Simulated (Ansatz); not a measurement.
# BH7OSi2: basis-set convergence

One table from this session's results is given with a row withheld; the runs are named, their logs left out.

Computed with Ansatz 0.2.0, Gaussian basis. Level: one geometry, several basis sets.

Levels to be run: PBE0-D4/def2-SVP; ωB97M-V/def2-SVP; PBE0-D4/def2-QZVPP; ωB97M-V/def2-QZVPP; the functionals' def2-TZVPP values are taken from earlier runs.

1 further run of the same task is left out (it didn't finish).

**The geometry**

All runs share one geometry, relaxed beforehand with PBE0-D4 in a triple-zeta def2 set.

SMILES `BO[SiH2][SiH3]`, 11 atoms, charge 0, spin multiplicity 1.

Atoms are counted from 1 here; the program's logs count them from 0.

Bond lengths: B1–O2 1.346 Å, B1–H5 1.204 Å, B1–H6 1.199 Å, O2–Si3 1.665 Å, Si3–Si4 2.341 Å, Si3–H7 1.486 Å, Si3–H8 1.489 Å, Si4–H9 1.487 Å, Si4–H10 1.487 Å, Si4–H11 1.488 Å. Angles: O2–B1–H5 120.0°, O2–B1–H6 118.0°, H5–B1–H6 122.0°, B1–O2–Si3 132.0°, O2–Si3–Si4 109.0°, O2–Si3–H7 107.2°, O2–Si3–H8 109.5°, Si4–Si3–H7 111.0°, Si4–Si3–H8 111.1°, H7–Si3–H8 108.9°, Si3–Si4–H9 110.7°, Si3–Si4–H10 110.1°, Si3–Si4–H11 109.0°, H9–Si4–H10 109.1°, H9–Si4–H11 109.0°, H10–Si4–H11 108.9°.

Set-up of the first run:

in.yaml reads:

```yaml
crystal:
  periodic: [false, false, false]
  atoms:
    - {symbol: B, position_ang: [-1.124560, 2.017278, 0.613935]}
    - {symbol: O, position_ang: [-0.022034, 1.325347, 0.269708]}
    - {symbol: Si, position_ang: [0.520745, -0.189732, 0.695958]}
    - {symbol: Si, position_ang: [0.587763, -1.540383, -1.214793]}
    - {symbol: H, position_ang: [-1.921011, 1.539473, 1.380285]}
    - {symbol: H, position_ang: [-1.278427, 3.105728, 0.135764]}
    - {symbol: H, position_ang: [1.877402, -0.023366, 1.278255]}
    - {symbol: H, position_ang: [-0.380715, -0.769145, 1.730313]}
    - {symbol: H, position_ang: [1.500819, -0.961020, -2.234949]}
    - {symbol: H, position_ang: [-0.774486, -1.668414, -1.798294]}
    - {symbol: H, position_ang: [1.079803, -2.892867, -0.835681]}
basis:
  gaussian: {orbitals: def2-SVP}
hamiltonian: {xc: pbe0, dispersion: d4}
output: {orbitals: {seedname: orbitals}}
```

Command:

```console
> ansatz run in.yaml --threads 2 --pin off --events-out ev --progress --plain --max-ram 4352MiB
```

Among the steps run: PBE0-D4 in def2-SVP; ωB97M-V in def2-SVP; PBE0-D4 in def2-QZVPP; ωB97M-V in def2-QZVPP.

One of the session's tables, all rows but one given; the rest of the session is left out.

It belongs to the step «Functionals by basis». 

| functional | basis | HOMO (eV) |
| --- | --- | --- |
| PBE0-D4 | def2-SVP | ? |
| PBE0-D4 | def2-TZVPP | -8.30 |
| PBE0-D4 | def2-QZVPP | -8.30 |
| ωB97M-V | def2-SVP | -10.37 |
| ωB97M-V | def2-TZVPP | -10.36 |
| ωB97M-V | def2-QZVPP | -10.36 |

**Question.** Estimate the row for PBE0-D4, def2-SVP.

As computed: HOMO (eV): -8.34. In the column «HOMO (eV)» it lies between ωB97M-V, def2-QZVPP (-10.36) and PBE0-D4, def2-TZVPP (-8.30).
